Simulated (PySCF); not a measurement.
# YCl₂: the energy surface near the minimum

How stiff is YCl₂ (doublet) against rigid distortions? The scans start from its PBE minimum.

Program: PySCF 2.14.0. Level of theory: PBE, basis Y def2-SVP with ECP28, Cl def2-SVP, scalar-relativistic core potentials, no spin–orbit coupling, density fitting. These are calculated values, not measurements.

## Step 1: Starting geometry

3 atoms, charge 0, spin multiplicity 2.

Bond lengths: Y1–Cl2 2.425 Å, Y1–Cl3 2.425 Å. Angles: Cl2–Y1–Cl3 124.0°.

Z-matrix (Å, degrees; charge 0 multiplicity 2):
```
Y
Cl 1 2.4249
Cl 1 2.4249 2 124.02
```

## Step 2: Breathing scan

One driver script runs all scans and calls PySCF for each point, on a (75, 302) grid.

Started as:

```bash
$ OMP_NUM_THREADS=2 python axn.py task.json out
```

A rigid scan with PBE: all bonds to the central atom are scaled together. Each point starts from its neighbour's orbitals, and energies count from the minimum.

| scale of all bonds to the centre | energy (kJ/mol) | dipole size (D) | ⟨S²⟩ |
| --- | --- | --- | --- |
| 0.88 | 162.5 | 1.96 | 0.75 |
| 0.92 | 63.1 | 2.32 | 0.75 |
| 0.96 | 13.8 | 2.71 | 0.75 |
| 1.00 | 0.0 | 3.11 | 0.75 |
| 1.04 | 10.8 | 3.53 | 0.75 |
| 1.08 | 38.4 | 3.96 | 0.75 |
| 1.14 | 99.4 | 4.58 | 0.75 |
| 1.22 | 199.0 | 5.38 | 0.75 |
| 1.35 | 367.9 | 6.49 | 0.76 |

The scan needed 10 s of wall time on 2 threads of Intel Xeon 6975P-C (Granite Rapids), shared host.

## Step 3: Stretching one bond

A rigid scan with PBE: the bond from Y to the last atom (Cl) is scaled and the rest held.

| scale of one bond | energy (kJ/mol) | dipole size (D) | ⟨S²⟩ |
| --- | --- | --- | --- |
| 0.92 | 29.7 | 2.84 | 0.75 |
| 0.96 | 6.5 | 2.94 | 0.75 |
| 1.00 | 0.0 | 3.11 | 0.75 |
| 1.05 | 7.6 | 3.42 | 0.75 |
| 1.12 | 35.9 | 3.95 | 0.75 |
| 1.20 | 80.5 | 4.64 | 0.75 |
| 1.35 | 171.1 | 5.97 | 0.75 |
| 1.55 | 275.0 | 7.48 | 0.76 |
| 1.80 | 362.4 | 8.44 | 0.87 |

The scan took 82 s.

## Step 4: What came out

```
            quantity        value
all bonds 4 % longer  10.8 kJ/mol
one bond 20 % longer  80.5 kJ/mol
```

**Reading.** Shortening all bonds by 4 % costs 13.8 kJ/mol and lengthening them 10.8: the wall is steeper on the short side. Open d and f shells are described by one determinant, and the ground state may have another occupation or spin.
